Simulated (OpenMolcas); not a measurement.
# Cu²⁺ among point charges: CASSCF and CASPT2 levels and susceptibility

Aim: the splitting of the states of Cu²⁺ in the field of 4 point charges, its lowest levels with spin-orbit coupling and its magnetic susceptibility.

Program: OpenMolcas 26.06. Level of theory: state-averaged CASSCF and CASPT2, spin-orbit coupling by RASSI with atomic mean-field integrals. These are calculated values, not measurements, unless marked.

**1. The atom as given**

* Species: Cu²⁺ (copper, Z = 29, 27 electrons)
* Basis: ANO-RCC-VDZP [5s4p2d1f], 34 functions
* Scalar Hamiltonian: DKH2, point nucleus
* Inactive shells: 1s 2s 2p 3s 3p
* Active space: 9 electrons in 5 orbitals (3d)
* Some configurations of this space: 3d⁹
* Orbitals: optimised for each spin and parity, averaged over all roots

The outer shells:

3d9
```
3d [↑↓][↑↓][↑↓][↑↓][↑ ]
```

The ion sits among 4 point charges of -3 e arranged as a tetrahedron (Td), 1.98 Å from the ion.

The work runs as a chain of OpenMolcas steps in one folder; each step below is one input file. Labels, J, g values, rates, χT and fits are worked out afterwards by a script from the matrices that RASSI stores.

**2. Basis and integrals**

Contents of a.inp:

```
&GATEWAY
Coord
1

Cu 0.0 0.0 0.0
Basis=ANO-RCC-VDZP
Group=NoSym
NoMove
AngMom=0.0 0.0 0.0
AMFI
XField
4 Angstrom 0
1.143154 1.143154 1.143154 -3.000000
1.143154 -1.143154 -1.143154 -3.000000
-1.143154 1.143154 -1.143154 -3.000000
-1.143154 -1.143154 1.143154 -3.000000
&SEWARD
```

Command:

```console
OMP_NUM_THREADS=1 MOLCAS_MEM=1689 MOLCAS_PROJECT=a pymolcas a.inp > a.log
```

Log:

```text
Basis set label: CU.ANO-RCC...5S4P2D1F.

      Electronic valence basis set:
      ------------------
      Associated Effective Charge  29.000000 au
      Associated Actual Charge     29.000000 au
      Nuclear Model: Point charge

      Shell  nPrim  nBasis  Cartesian Spherical Contaminant
         s      21       5        X
         p      15       4        X
         d      10       2                 X
         f       6       1                 X
                  Relativistic Douglas-Kroll-Hess integrals:
                    - DKH order of Hamiltonian: 2
                    - DKH order of Properties : 0
                  Atomic mean-field integrals
```

**3. CASSCF: doublets, 5 roots**

Contents of a.inp:

```
&RASSCF
FileOrb=start.orb
Symmetry=1
Spin=2
nActEl=9 0 0
Inactive=9
Ras2=5
CIRoot=5 5 1
SDav=5
CIMx=300
Iter=120 100
PrWF=0.3
OrbListing=Nothing
MaxOrb=0
>>> COPY $Project.JobIph JOB001
```

Command:

```console
OMP_NUM_THREADS=1 MOLCAS_MEM=1689 MOLCAS_PROJECT=a pymolcas a.inp > a.log
```

start.orb holds the contracted functions of the basis, ordered by shell, or the orbitals of the step before.

Log:

```text
Wave function specifications:
      -----------------------------

      Number of closed shell electrons          18
      Number of electrons in active shells       9
      Max number of holes in RAS1 space          0
      Max nr of electrons in RAS3 space          0
      Number of inactive orbitals                9
      Number of active orbitals                  5
      Number of secondary orbitals              20
      Spin quantum number                      0.5
      State symmetry                             1
Orbital specifications:
      -----------------------

      Symmetry species                           1
                                                 a
      Frozen orbitals                            0
      Inactive orbitals                          9
      Active orbitals                            5
      RAS1 orbitals                              0
      RAS2 orbitals                              5
      RAS3 orbitals                              0
      Secondary orbitals                        20
      Deleted orbitals                           0
      Number of basis functions                 34
      Number of CSFs                             5
      Number of root(s) required                 5
      Iter CI   SX   CI       RASSCF       Energy    max ROT     max BLB   max BLB  Level Ln srch  Step   QN
          iter iter root      energy       change     param      element    value   shift minimum  type update
 Nr of preliminary CI iterations:   1
      Total energies have been shifted. Add                -1000.00 au
        1   1    7    0  -658.54917883    0.00E+00  -7.28E-02   10  23 1  3.66E-01*  0.16   0.00    SX    NO
        2   1    7    0  -658.59352962   -4.44E-02*  5.11E-02    9  22 1  2.81E-01*  0.47   0.00    SX    NO
        3   1    7    0  -658.62066855   -2.71E-02*  4.12E-02    8  21 1 -2.00E-01*  0.21   0.00    SX    NO
        4   1    7    0  -658.62822532   -7.56E-03*  3.40E-02    7  20 1  1.67E-01*  0.41   0.00    SX    NO
        5   1    7    0  -658.63616731   -7.94E-03* -1.39E-02    8  21 1 -1.40E-01*  0.24   0.56    LS   YES
        6   1    6    0  -658.64896999   -1.28E-02* -4.31E-03    9  22 1 -1.37E-02*  0.31   1.07    QN   YES
        7   1    6    0  -658.64926959   -3.00E-04* -2.64E-03   11  17 1  5.45E-03*  0.31   1.62    LS   YES
        8   1    6    0  -658.64932051   -5.09E-05*  1.81E-03    9  22 1  5.52E-03*  0.32   1.01    QN   YES
        9   1    6    0  -658.64935363   -3.31E-05*  5.54E-04    9  22 1  1.48E-03*  0.31   1.31    QN   YES
       10   1    5    0  -658.64935579   -2.16E-06* -3.34E-05   12  25 1  1.63E-04*  0.31   1.02    QN   YES
       11   1    4    0  -658.64935581   -1.97E-08* -1.87E-05   12  25 1  6.27E-05   0.31   1.53    QN   YES
       12   1    4    0  -658.64935582   -3.03E-09   3.65E-07    7  20 1 -3.14E-06   0.31   1.01    QN   YES
      Convergence after 12 iterations
       13   1    4    0  -658.64935582   -8.64E-12   3.65E-07    7  20 1 -6.23E-07   0.31   1.01    QN   YES
      Natural orbitals and occupation numbers for root  1
      sym 1:   2.000000   2.000000   2.000000   2.000000   1.000000
      Natural orbitals and occupation numbers for root  2
      sym 1:   2.000000   2.000000   2.000000   1.000000   2.000000
      Natural orbitals and occupation numbers for root  3
      sym 1:   2.000000   1.000000   2.000000   2.000000   2.000000
::    RASSCF root number  1 Total energy:  -1658.65217200
::    RASSCF root number  2 Total energy:  -1658.65217200
::    RASSCF root number  3 Total energy:  -1658.65217200
::    RASSCF root number  4 Total energy:  -1658.64513154
::    RASSCF root number  5 Total energy:  -1658.64513154
```

**4. State interaction with spin-orbit coupling**

Contents of a.inp:

```
&RASSI
NrOfJobIphs=1 5
1 2 3 4 5
IphNames
JOB001
EJob
SpinOrbit
DIPRint=1.0
SOCoupling=1000.0
Subsets=2
Property=9
'ANGMOM' 1 'ANGMOM' 2 'ANGMOM' 3 'MLTPL  1' 1 'MLTPL  1' 2 'MLTPL  1' 3
'AMFI' 1 'AMFI' 2 'AMFI' 3
SOProperty=3
'ANGMOM' 1 'ANGMOM' 2 'ANGMOM' 3
```

Command:

```console
OMP_NUM_THREADS=1 MOLCAS_MEM=1689 MOLCAS_PROJECT=a pymolcas a.inp > a.log
```

Log:

```text
SPIN-FREE ENERGIES:
  (Shifted by EMIN (a.u.) =      -1658.6521719997)

 SF State       Relative EMIN(au)   Rel lowest level(eV)    D:o, cm**(-1)      L_eff

     1             0.0000000000        0.0000000000              0.0000         2.0
     2             0.0000000000        0.0000000000              0.0000         2.0
     3             0.0000000000        0.0000000000              0.0000         2.0
     4             0.0070404566        0.1915805849           1545.2016         2.0
     5             0.0070404566        0.1915805849           1545.2016         2.0
     Dipole printing threshold changed to   1.00000000E+00

++ Dipole transition strengths (spin-free states):
   -----------------------------------------------
     for osc. strength at least  1.00000000E+00

  ( Max oscillator strength is only    3.2686934341111369E-006 )
--
Eigenvalues of complex Hamiltonian:
   -----------------------------------
  (Shifted by EMIN (a.u.) =      -1658.6521719997)

 SO State       Relative EMIN(au)   Rel lowest level(eV)    D:o, cm**(-1)     J-value

     1            -0.0038189184        0.0000000000              0.0000         2.0
     2            -0.0038189184        0.0000000000              0.0000         2.0
     3            -0.0008710800        0.0802147706            646.9758         2.1
     4            -0.0008710800        0.0802147706            646.9758         2.2
     5            -0.0008710800        0.0802147706            646.9758         1.6
     6            -0.0008710800        0.0802147706            646.9758         1.4
     7             0.0098209959        0.3711609766           2993.6152         1.6
     8             0.0098209959        0.3711609766           2993.6152         1.6
     9             0.0098209959        0.3711609766           2993.6152         0.9
    10             0.0098209959        0.3711609766           2993.6152         0.9
Weights of the five most important spin-orbit-free states for each spin-orbit state.

 SO State  Total energy (au)           Spin-free states, spin, and weights
 -------------------------------------------------------------------------------------------------------
    1        -0.003819       2 0.5  0.3333    3 0.5  0.3333    1 0.5  0.3333    5 0.5  0.0000    4 0.5  0.0000
    2        -0.003819       1 0.5  0.3333    3 0.5  0.3333    2 0.5  0.3333    4 0.5  0.0000    5 0.5  0.0000
    3        -0.000871       3 0.5  0.4755    5 0.5  0.1986    2 0.5  0.1611    1 0.5  0.1033    4 0.5  0.0614
    4        -0.000871       3 0.5  0.4723    5 0.5  0.2303    2 0.5  0.2101    1 0.5  0.0575    4 0.5  0.0297
    5        -0.000871       1 0.5  0.3732    2 0.5  0.3657    4 0.5  0.1966    5 0.5  0.0635    3 0.5  0.0011
    6        -0.000871       1 0.5  0.4526    2 0.5  0.2496    4 0.5  0.2323    3 0.5  0.0377    5 0.5  0.0277
    7         0.009821       5 0.5  0.7325    3 0.5  0.1428    2 0.5  0.1088    1 0.5  0.0084    4 0.5  0.0075
    8         0.009821       5 0.5  0.7363    3 0.5  0.1314    2 0.5  0.1207    1 0.5  0.0080    4 0.5  0.0036
    9         0.009821       4 0.5  0.7296    1 0.5  0.1647    2 0.5  0.0657    3 0.5  0.0296    5 0.5  0.0103
   10         0.009821       4 0.5  0.7392    1 0.5  0.1657    2 0.5  0.0515    3 0.5  0.0429    5 0.5  0.0007
 -------------------------------------------------------------------------------------------------------
```

These steps took 1.8 s in all on 1 thread of Arm Neoverse V1, shared host.

States without spin-orbit coupling:

```
state  degeneracy  E (cm-1)  free-ion L (%)
  2T2           3         0         D (100)
   2E           2      1545         D (100)
```

With spin-orbit coupling:

```tsv
E (cm-1)	Degeneracy	Label	2S+1	g
0.0	2	Γ7	2	1.98 1.98 1.98
647.0	4	Γ8	2	
2994	4	Γ8	2
```

Principal g values are given for doublets only; a zero marks a field direction without first-order Zeeman splitting.

Powder χT (cm³ K/mol): 0.37 at 2 K, 0.38 at 5 K, 0.39 at 10 K, 0.42 at 20 K, 0.50 at 50 K, 0.63 at 100 K, 0.76 at 150 K, 0.88 at 200 K, 0.99 at 250 K, 1.08 at 300 K.

A ligand-field fit to the states below 45000 cm-1 gives 10Dq = -1545 cm-1, the gap between the two states.

**5. CASPT2: IPEA 0.25, imaginary shift 0.1 (closed shells correlated: 3s 3p)**

Contents of a.inp:

```
>>> COPY JOB001 $Project.JobIph
&CASPT2
Multistate=5 1 2 3 4 5
NoMult
Frozen=5
IPEA=0.25
Imaginary=0.1
MaxIter=60
WThr=0.0 0.3 0.05
PrWF=0.5
NoMix
```

Log:

```text
Orbital specifications:
      -----------------------

      Symmetry species                           1
                                                 a
      Frozen orbitals                            5
      Inactive orbitals                          4
      Active orbitals                            5
      Secondary orbitals                        20
      Deleted orbitals                           0
      Number of basis functions                 34
Type of calculation                        SS-CASPT2
      Fock operator                              state-specific
      IPEA shift                                 0.25
      Real shift                                 0.00
      Imaginary shift                            0.10
      The input orbitals will be transformed to quasi-canonical
Reference energy:       -1658.6521719997
      E2 (Non-variational):      -0.5345017815
      Shift correction:          -0.0001417075
      E2 (Variational):          -0.5346434890
      Total energy:           -1659.1868154887
      Residual norm:              0.0000003894
      Reference weight:           0.92870
      Contributions to the CASPT2 correlation energy
      Active & Virtual Only:         -0.3082476383
      One Inactive Excited:          -0.1764826900
      Two Inactive Excited:          -0.0497714533
Reference energy:       -1658.6521719997
      E2 (Non-variational):      -0.5343974050
      Shift correction:          -0.0001401448
      E2 (Variational):          -0.5345375498
      Total energy:           -1659.1867095495
      Residual norm:              0.0000003276
      Reference weight:           0.92878
      Contributions to the CASPT2 correlation energy
      Active & Virtual Only:         -0.3081969679
      One Inactive Excited:          -0.1764328487
      Two Inactive Excited:          -0.0497675884
::    CASPT2 Root  1     Total energy:  -1659.18681549
::    CASPT2 Root  2     Total energy:  -1659.18670955
::    CASPT2 Root  3     Total energy:  -1659.18680020
::    CASPT2 Root  4     Total energy:  -1659.17942588
::    CASPT2 Root  5     Total energy:  -1659.17942387
```

This run: 0.67 s of run time, 1 thread of Arm Neoverse V1, shared host.

SS-CASPT2: lowest energy less the reference's lowest, -0.5346 hartree; reference weights 0.929.

Spin-free states, with their symmetry labels:

| state | degeneracy | E (cm-1) | free-ion L (%) |
| --- | --- | --- | --- |
| 2T2 | 3 | 0 | D (100) |
| 2E | 2 | 1613 | D (100) |

With spin-orbit coupling:

| E (cm-1) | Degeneracy | Label | 2S+1 | g |
| --- | --- | --- | --- | --- |
| 0 | 2 | Γ7 | 2 | 1.98 1.98 1.98 |
| 660 | 4 | Γ8 | 2 |  |
| 3040 | 4 | Γ8 | 2 |  |

Powder χT (cm³ K/mol): 0.37 at 2 K, 0.38 at 5 K, 0.39 at 10 K, 0.42 at 20 K, 0.50 at 50 K, 0.62 at 100 K, 0.75 at 150 K, 0.87 at 200 K, 0.97 at 250 K, 1.06 at 300 K.

A ligand-field fit to the states below 45000 cm-1 gives 10Dq = -1613 cm-1, the gap between the two states.

**6. The methods side by side**

A. CASSCF
B. SS-CASPT2, IPEA 0.25, imaginary shift 0.1 (closed shells correlated: 3s 3p)

```csv
method,ground state,first state of that spin (cm-1),first gap with spin-orbit (cm-1),χT at 300 K
A,2T2,2E 1545,647.0,1.08
B,2T2,2E 1613,664.3,1.06
```

**7. What came out**

| quantity | value |
| --- | --- |
| method | SS-CASPT2, IPEA 0.25, imaginary shift 0.1 (closed shells correlated: 3s 3p) |
| spin-free ground state | 2T2, 3-fold in its orbital part |
| first state of the same spin within the active space | 2E at 1610 cm⁻¹ |
| lowest level | 2-fold Γ7, g = 1.98, 1.98, 1.98 |
| next level | 664.3 cm⁻¹ |
| χT at 300 K | 1.06 cm³ K/mol |
| effective moment at 300 K | 2.91 μB |

Cost by method:

```csv
method,time of its own steps,time with the reference
A. CASSCF,1.8 s,1.8 s
"B. SS-CASPT2, IPEA 0.25, imaginary shift 0.1, +3s 3p",0.67 s,2.5 s
```

Times are of one thread on a shared host.

**Reading.** The spin-free ground state (2T2) comes to 100 % from free-ion D terms and keeps the highest spin of the shell. χT at 300 K is 1.06, against 0.38 cm³ K/mol for the spin alone, so orbital moment adds to it. A ligand-field fit to the states below 45000 cm-1 gives 10Dq = -1613 cm-1, the gap between the two states. CASPT2 does not keep the components of a term degenerate, and the means are used. The field of point charges can differ much from that of real complexes. Point charges carry no covalency, so the field is a model and not that of real ligands.
